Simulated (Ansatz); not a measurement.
# CH2Ga+ (quintet): the correlation ladder, cc-pVDZ

How much of the correlation energy of CH2Ga+ (quintet) does each wave-function method recover here?

The runs use Ansatz 0.2.0, Gaussian basis; cc-pVDZ, core rule «outside noble gas», up to 15 orbitals frozen.

The runs, in order: UHF; CCSD(T) on ROHF; CCSD(T) on UHF; BCCD(T) on ROHF; CISD; CCSDT(Q) on ROHF; CCSDT(Q) on UHF; CCSDTQ on ROHF; CCSDTQ on UHF.

12 further runs of the same task are left out: 7 for a known fault of the program, 5 set aside as unsound or not needed.

**1. The system**

The geometry is a PBE0/def2-TZVP stationary point (not a proven minimum) of the parent state, kept for this charge and spin. No spin-orbit coupling is included. The filled d shell of Ga may be among the frozen orbitals whatever the setting's name suggests; the logs give the count.

4 atoms, charge 1, spin multiplicity 5.

Atoms are counted from 1 here; the program's logs count them from 0.

Bond lengths: C1–Ga2 1.979 Å, C1–H3 1.085 Å, C1–H4 1.085 Å. Angles: Ga2–C1–H3 120.7°, Ga2–C1–H4 120.7°, H3–C1–H4 118.7°.

**2. UHF**

File in.yaml:

```yaml
crystal:
  periodic: [false, false, false]
  atoms:
    - {symbol: C, position_ang: [0.000000, 0.000000, 1.634303]}
    - {symbol: Ga, position_ang: [0.000000, 0.000000, -0.344779]}
    - {symbol: H, position_ang: [0.000000, 0.933392, 2.187576]}
    - {symbol: H, position_ang: [0.000000, -0.933392, 2.187576]}
basis:
  gaussian: {orbitals: cc-pVDZ}
total_charge: 1
magnetization: {spin_polarized: true, initial_magnetization: 4}
hamiltonian: {xc: hf}
output: {orbitals: {seedname: orbitals}}
```

On the command line:

```
$ ansatz run in.yaml --threads 1 --pin off --events-out ev --progress --plain --max-ram 4096MiB --backend cpu
```

The runs that follow: CCSD(T) on ROHF; CCSD(T) on UHF; BCCD(T) on ROHF; CISD; CCSDT(Q) on ROHF; CCSDT(Q) on UHF; CCSDTQ on ROHF; CCSDTQ on UHF.

Before running them: what should the planned runs give, taken together? Wanted: UCCSDTQ below the RHF energy; RMP2 from UCCSDTQ; UMP2 from UCCSDTQ; RCCSD from UCCSDTQ; RCCSD(T) from UCCSDTQ; UCCSD(T) from UCCSDTQ; RCCSDT(Q) from UCCSDTQ; UCCSDT(Q) from UCCSDTQ; T1 diagnostic.

The runs gave:

| quantity | value |
| --- | --- |
| UCCSDTQ below the RHF energy | -3.6585 eV |
| RMP2 from UCCSDTQ | +72.0 kJ/mol |
| UMP2 from UCCSDTQ | +68.7 kJ/mol |
| RCCSD from UCCSDTQ | +11.0 kJ/mol |
| RCCSD(T) from UCCSDTQ | +4.5 kJ/mol |
| UCCSD(T) from UCCSDTQ | +1.7 kJ/mol |
| RCCSDT(Q) from UCCSDTQ | +2.8 kJ/mol |
| UCCSDT(Q) from UCCSDTQ | 0.0 kJ/mol |
| levels within 1 kcal/mol (43 meV) | UCCSD(T), RCCSDT, UCCSDT, RCCSDT(Q), UCCSDT(Q), RCCSDTQ |
| T1 diagnostic | 0.017 |

**Reading.** RCCSD(T) lands +4.5 kJ/mol from the yardstick (1.3 % of the correlation energy). CCSD(T) misses by +4.5 kJ/mol on the restricted determinant and by +1.7 kJ/mol on the unrestricted one; the two need not hold the same state or core. These misses are within one basis, not against nature; the frozen cores of restricted and unrestricted runs differ, which can shift their rows.
